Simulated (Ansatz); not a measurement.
This script for the Python package of Ansatz (0.2.0) starts 6 runs on C2H5NSi, SMILES C=C=N[SiH3]. What input does the engine get in each?

`c2h5nsi.py`
```python
"""Dipole of C2H5NSi in the field of point charges."""

import ansatz as az
import numpy as np

BASIS = "def2-SVPD"
FUNCTIONAL = "pbe0"
DISPERSION = "d4"


def main() -> None:
    geometry_ang = [
        ("C", (0.2685, 2.0107, -0.9789)),
        ("C", (0.2112, 0.8434, -0.5277)),
        ("N", (0.181, -0.2452, -0.1245)),
        ("Si", (-0.1303, -1.6551, 0.7998)),
        ("H", (-0.3709, 2.303, -1.8769)),
        ("H", (0.8266, 2.8343, -0.5224)),
        ("H", (0.7254, -2.7746, 0.42)),
        ("H", (-1.5738, -2.0118, 0.5026)),
        ("H", (-0.0491, -1.351, 2.2909)),
    ]
    geometry = az.Crystal.molecule()
    for symbol, xyz in geometry_ang:
        geometry = geometry.atom(symbol, xyz)

    base = geometry.calculation().basis(gaussian=BASIS).functional(FUNCTIONAL, dispersion=DISPERSION).forces()
    # charges +q and -q at -R and +R make a nearly even field 2 k q / R^2 at the centre
    centre = np.mean([site.position_ang for site in geometry.cartesian_sites], axis=0)
    field = 2 * 14.399645 * 4.0 / 30.0 ** 2


    def dipole(axis, sign):
        arm = 30.0 * np.eye(3)[axis]
        pair = [{"charge": sign * 4.0, "position_ang": (centre - arm).tolist()}, {"charge": -sign * 4.0, "position_ang": (centre + arm).tolist()}]
        deck = base.input().set(az.key.basis.gaussian.point_charges, pair)
        return np.array(az.Session.from_dict(deck).plan().execute().report["charge_distribution"]["dipole_moment_e_ang"])


    print(f"field {field:.4f} V/A")
    alpha = np.array([(dipole(axis, 1) - dipole(axis, -1)) / (2 * field) * 14.399645 for axis in range(3)])
    print("polarisability tensor (A^3)")
    print(np.array2string(alpha, precision=3, suppress_small=True))
    print(f"mean {np.trace(alpha) / 3:.3f} A^3 = {np.trace(alpha) / 3 / 0.14818471:.2f} bohr^3")


if __name__ == "__main__":
    main()
```

Run 1:
```yaml
crystal:
  periodic: [false, false, false]
  atoms:
    - { symbol: C, position_ang: [0.2685, 2.0107, -0.9789] }
    - { symbol: C, position_ang: [0.2112, 0.8434, -0.5277] }
    - { symbol: "N", position_ang: [0.181, -0.2452, -0.1245] }
    - { symbol: Si, position_ang: [-0.1303, -1.6551, 0.7998] }
    - { symbol: H, position_ang: [-0.3709, 2.303, -1.8769] }
    - { symbol: H, position_ang: [0.8266, 2.8343, -0.5224] }
    - { symbol: H, position_ang: [0.7254, -2.7746, 0.42] }
    - { symbol: H, position_ang: [-1.5738, -2.0118, 0.5026] }
    - { symbol: H, position_ang: [-0.0491, -1.351, 2.2909] }
basis:
  gaussian:
    orbitals: def2-SVPD
    point_charges:
      - { charge: 4.0, position_ang: [-29.990155555555557, -0.005144444444444544, -0.0018999999999999634] }
      - { charge: -4.0, position_ang: [30.009844444444443, -0.005144444444444544, -0.0018999999999999634] }
hamiltonian:
  xc: pbe0
  dispersion: d4
output:
  forces: true
```

Run 2, against run 1:
```diff
-      - { charge: 4.0, position_ang: [-29.990155555555557, -0.005144444444444544, -0.0018999999999999634] }
-      - { charge: -4.0, position_ang: [30.009844444444443, -0.005144444444444544, -0.0018999999999999634] }
+      - { charge: -4.0, position_ang: [-29.990155555555557, -0.005144444444444544, -0.0018999999999999634] }
+      - { charge: 4.0, position_ang: [30.009844444444443, -0.005144444444444544, -0.0018999999999999634] }
```

Run 3, against run 1:
```diff
-      - { charge: 4.0, position_ang: [-29.990155555555557, -0.005144444444444544, -0.0018999999999999634] }
-      - { charge: -4.0, position_ang: [30.009844444444443, -0.005144444444444544, -0.0018999999999999634] }
+      - { charge: 4.0, position_ang: [0.009844444444444437, -30.005144444444444, -0.0018999999999999634] }
+      - { charge: -4.0, position_ang: [0.009844444444444437, 29.994855555555556, -0.0018999999999999634] }
```

Run 4, against run 1:
```diff
-      - { charge: 4.0, position_ang: [-29.990155555555557, -0.005144444444444544, -0.0018999999999999634] }
-      - { charge: -4.0, position_ang: [30.009844444444443, -0.005144444444444544, -0.0018999999999999634] }
+      - { charge: -4.0, position_ang: [0.009844444444444437, -30.005144444444444, -0.0018999999999999634] }
+      - { charge: 4.0, position_ang: [0.009844444444444437, 29.994855555555556, -0.0018999999999999634] }
```

Run 5, against run 1:
```diff
-      - { charge: 4.0, position_ang: [-29.990155555555557, -0.005144444444444544, -0.0018999999999999634] }
-      - { charge: -4.0, position_ang: [30.009844444444443, -0.005144444444444544, -0.0018999999999999634] }
+      - { charge: 4.0, position_ang: [0.009844444444444437, -0.005144444444444544, -30.0019] }
+      - { charge: -4.0, position_ang: [0.009844444444444437, -0.005144444444444544, 29.9981] }
```

Run 6, against run 1:
```diff
-      - { charge: 4.0, position_ang: [-29.990155555555557, -0.005144444444444544, -0.0018999999999999634] }
-      - { charge: -4.0, position_ang: [30.009844444444443, -0.005144444444444544, -0.0018999999999999634] }
+      - { charge: -4.0, position_ang: [0.009844444444444437, -0.005144444444444544, -30.0019] }
+      - { charge: 4.0, position_ang: [0.009844444444444437, -0.005144444444444544, 29.9981] }
```

Output of `python c2h5nsi.py`:
```text
field 0.1280 V/A
polarisability tensor (A^3)
[[ 7.003  0.569 -0.183]
 [ 0.567 13.098 -2.795]
 [-0.182 -2.787  8.409]]
mean 9.503 A^3 = 64.13 bohr^3
```

The geometry is a force-field or estimated start, not a minimum of this method, and the basis set is short of its limit. The field of two point charges is only nearly even. Timing: 16 s on 1 thread of Intel(R) Xeon(R) 6975P-C (Granite Rapids) (shared host), peak memory 0.31 GiB.

(Lines on the test bed's own set-up are left out of the output.)
